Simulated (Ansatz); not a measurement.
Geometry optimisation, Ansatz 0.2.0, DFT LDA, scalar-relativistic, plane waves, PAW.

Input:

```yaml
crystal:
  lattice:
    - [9.286271, 0.0, 0.0]
    - [0.0, 9.286271, 0.0]
    - [0.0, 0.0, 9.286271]
  atoms:
    - { symbol: C, position: [0.3439988, 0.9030561, 0.602905] }
    - { symbol: F, position: [0.2783493, 0.9615939, 0.4899777] }
    - { symbol: F, position: [0.2805736, 0.7790724, 0.6359865] }
    - { symbol: F, position: [0.4815295, 0.8793053, 0.5711195] }
    - { symbol: F, position: [0.3355428, 0.992253, 0.7145361] }
    - { symbol: C, position: [0.475845, 0.5100066, 0.3644455] }
    - { symbol: F, position: [0.6012907, 0.5767862, 0.3815616] }
    - { symbol: F, position: [0.4009685, 0.574872, 0.2611252] }
    - { symbol: F, position: [0.499022, 0.3735209, 0.3280643] }
    - { symbol: F, position: [0.4020988, 0.5148473, 0.4870308] }
    - { symbol: C, position: [0.5961866, 0.1726884, 0.9687718] }
    - { symbol: F, position: [0.7040928, 0.2353048, 1.0389468] }
    - { symbol: F, position: [0.6399933, 0.0469196, 0.9163096] }
    - { symbol: F, position: [0.486807, 0.1514153, 1.0586199] }
    - { symbol: F, position: [0.5538531, 0.2571138, 0.8612111] }
    - { symbol: C, position: [0.9374128, 0.9656001, 0.5430773] }
    - { symbol: F, position: [0.9424068, 1.0111276, 0.6786922] }
    - { symbol: F, position: [1.0418453, 1.0282331, 0.467844] }
    - { symbol: F, position: [0.9548127, 0.8235602, 0.53976] }
    - { symbol: F, position: [0.8105863, 0.9994795, 0.486013] }
    - { symbol: C, position: [0.9742335, 0.6679419, 0.9933203] }
    - { symbol: F, position: [1.0145711, 0.7306373, 0.8711267] }
    - { symbol: F, position: [1.018716, 0.7466619, 1.1042868] }
    - { symbol: F, position: [0.8315345, 0.6572013, 0.9965952] }
    - { symbol: F, position: [1.0321124, 0.5372672, 1.0012723] }
    - { symbol: C, position: [0.1034017, 0.3896751, 0.7047422] }
    - { symbol: F, position: [0.0066045, 0.2890673, 0.6731594] }
    - { symbol: F, position: [0.0556936, 0.5172653, 0.6607674] }
    - { symbol: F, position: [0.1245068, 0.3928212, 0.846283] }
    - { symbol: F, position: [0.2268019, 0.3595466, 0.6387592] }
    - { symbol: C, position: [0.9654089, 0.4040924, 0.2937937] }
    - { symbol: F, position: [0.8827068, 0.5021452, 0.3573163] }
    - { symbol: F, position: [0.8923874, 0.3415489, 0.1877501] }
    - { symbol: F, position: [1.0821429, 0.4674621, 0.2404406] }
    - { symbol: F, position: [1.0043986, 0.3052135, 0.389668] }
    - { symbol: C, position: [0.4679624, 0.6229044, 0.9336364] }
    - { symbol: F, position: [0.5424195, 0.5921037, 0.8153294] }
    - { symbol: F, position: [0.5110607, 0.749111, 0.9856319] }
    - { symbol: F, position: [0.3285378, 0.6294732, 0.9019073] }
    - { symbol: F, position: [0.4898316, 0.5209296, 1.0316771] }
basis:
  ecutwfc: 420.0
kpoints:
  mp_grid: { grid: [1, 1, 1] }
hamiltonian:
  xc: lda
scf:
  occupations: { method: fermi_dirac, width: 0.02 }
  lower_state_search: "off"
relax:
  f_tol: 0.3
  max_steps: 15
  adjacent_minimum: "off"
```

Launched with:

```bash
$ ansatz run input.yaml --threads 2 --pin off --max-ram 5120MiB --backend cpu --events-out ev --progress --plain --runs-dir out
```

Where does it end, and by what steps?

The run converged. The threshold is loose, so the end isn't yet a minimum. The force dipped under the threshold on the way, but the program's further checks kept it going. Limits of this set-up: coarse k mesh. After 3 steps the energy has fallen by 0.661 eV; F29 moved furthest, 0.46 Å.

```csv
step,energy less start (eV),largest force component (eV/Å),accepted
0,0.0000,1.413,yes
1,-0.4600,0.474,yes
2,-0.6042,0.118,yes
3,-0.6609,0.187,yes
```

```xyz
40
Lattice="9.2863 0.0000 0.0000 0.0000 9.2863 0.0000 0.0000 0.0000 9.2863" Properties=species:S:1:pos:R:3
C 3.411 8.300 5.729
F 2.859 8.875 4.681
F 2.722 7.222 6.055
F 4.653 7.957 5.442
F 3.411 9.144 6.745
C 4.369 4.928 3.388
F 5.537 5.531 3.484
F 3.598 5.588 2.542
F 4.545 3.695 2.954
F 3.790 4.902 4.574
C 5.429 1.654 8.892
F 6.419 2.278 9.498
F 5.839 0.468 8.484
F 4.424 1.507 9.732
F 5.033 2.361 7.850
C 8.493 8.794 5.155
F 8.504 9.183 6.414
F 9.424 9.445 4.485
F 8.731 7.499 5.091
F 7.312 9.051 4.628
C 8.870 6.462 9.058
F 9.308 7.044 7.961
F 9.296 7.127 10.113
F 7.549 6.445 9.053
F 9.321 5.223 9.109
C 1.148 3.366 6.598
F 0.161 2.505 6.428
F 0.738 4.573 6.251
F 1.518 3.369 7.865
F 2.175 3.015 5.844
C 9.066 3.863 2.837
F 8.317 4.774 3.425
F 8.410 3.342 1.821
F 10.181 4.421 2.407
F 9.361 2.911 3.703
C 4.388 5.687 8.529
F 4.957 5.457 7.361
F 4.739 6.883 8.957
F 3.073 5.633 8.399
F 4.782 4.772 9.401
```

Whether the end is a true minimum wasn't checked by a vibrational analysis.

The run took 11 s on 2 threads of AMD EPYC 7B13 (Zen 3), on a shared host, peak memory 0.71 GiB.
